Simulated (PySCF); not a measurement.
# [Pb(SH)3(H2O)]+: other functionals and bases at one geometry

The task here is to estimate one member of a computed series from the others.

Method: several levels, as the steps say, no spin–orbit coupling; program: PySCF 2.14.0.

1 further run of the same task is left out (for a known fault of the program).

### The system as given

10 atoms, charge 1, spin multiplicity 1.

Bond lengths: Pb1–S2 2.464 Å, Pb1–S4 2.466 Å, Pb1–S6 2.463 Å, Pb1–O8 2.410 Å, S2–H3 1.356 Å, S4–H5 1.357 Å, S6–H7 1.356 Å, O8–H9 0.968 Å, O8–H10 0.969 Å. Angles: S2–Pb1–S4 124.3°, S2–Pb1–S6 117.3°, S2–Pb1–O8 90.3°, S4–Pb1–S6 116.1°, S4–Pb1–O8 90.9°, S6–Pb1–O8 104.3°, Pb1–S2–H3 92.6°, Pb1–S4–H5 93.4°, Pb1–S6–H7 92.3°, Pb1–O8–H9 126.9°, Pb1–O8–H10 124.2°, H9–O8–H10 108.0°.

Coordinates:

```
Pb    0.06091   -0.23937    0.26986
S     1.02674    1.64680    1.52669
H     2.29376    1.20099    1.34189
S    -2.00454   -1.42475    0.91054
H    -2.21836   -0.63291    1.99183
S     1.53080   -1.40646   -1.32507
H     0.78015   -2.53449   -1.27655
O    -1.19791    1.29736   -1.09453
H    -0.87865    2.12261   -1.48728
H    -2.06699    1.10160   -1.47453
```

Formal oxidation states: Pb +4. An earlier session relaxed this geometry at PBE0, Pb def2-SVP with ECP60, S def2-SVP, H def2-SVP, O def2-SVP (singlet, point group C1).

At PBE0 on the finer grid: E = -1464.541475 Eh, HOMO -12.04 eV, LUMO -8.04 eV, Mulliken charge on Pb1 +0.72 e, largest force component 0.045 eV/Å. 

Levels to run: BLYP; TPSS; PBE0, TZVP. Hardware: 2 threads of Arm Neoverse V2, shared host.

The first run:

The input, run.py (the lines that set the calculation):

```python
mol = gto.M(atom='''
Pb     0.06091    -0.23937     0.26986
S      1.02674     1.64680     1.52669
H      2.29376     1.20099     1.34189
S     -2.00454    -1.42475     0.91054
H     -2.21836    -0.63291     1.99183
S      1.53080    -1.40646    -1.32507
H      0.78015    -2.53449    -1.27655
O     -1.19791     1.29736    -1.09453
H     -0.87865     2.12261    -1.48728
H     -2.06699     1.10160    -1.47453''',
    basis={'Pb': 'def2-SVP', 'S': 'def2-SVP', 'H': 'def2-SVP', 'O': 'def2-SVP'},
    ecp={'Pb': 'def2-SVP'},
    charge=1, spin=0)
mf = dft.RKS(mol, xc='BLYP')
mf.grids.atom_grid = (75, 302)
mf = mf.density_fit()  # fitting sets: Pb def2-universal-JKFIT, S def2-universal-JKFIT, H def2-universal-JKFIT, O def2-universal-JKFIT
mf.conv_tol = 1e-08; mf.max_cycle = 55
mf.kernel(dm0)  # dm0: the density of the relaxed state
```

On the command line:

```bash
$ OMP_NUM_THREADS=2 python run.py
```

Steps of the session up to this table: BLYP; TPSS; PBE0, TZVP.

One table of the session follows, with a row left open; its other results are not shown here.

| level | HOMO (eV) | gap (eV) | charge on Pb1 (e) | dipole (D) | largest force component (eV/Å) |
| --- | --- | --- | --- | --- | --- |
| PBE0 (relaxed here) | -12.04 | 4.01 | 0.72 | 3.23 | 0.05 |
| BLYP | -10.50 | 1.99 | 0.59 | 3.27 | 0.69 |
| TPSS | ? | ? | ? | ? | ? |
| PBE0, TZVP | -12.08 | 4.03 | 0.87 | 3.17 | 0.33 |

Estimate the missing values for TPSS.

**Answer.** HOMO (eV): -10.92; gap (eV): 2.20; charge on Pb1 (e): 0.70; dipole (D): 3.28; largest force component (eV/Å): 0.41. In the column «HOMO (eV)» it lies between PBE0 (relaxed here) (-12.04) and BLYP (-10.50).

The dipole of a charged species depends on the origin, so these sizes hold for this origin alone.

In one basis the HOMO–LUMO gap runs from 1.99 eV (BLYP) to 4.01 eV (PBE0). The largest leftover force, 0.69 eV/Å with BLYP, stands at a geometry relaxed at another level. Total energies of different levels can't be compared.
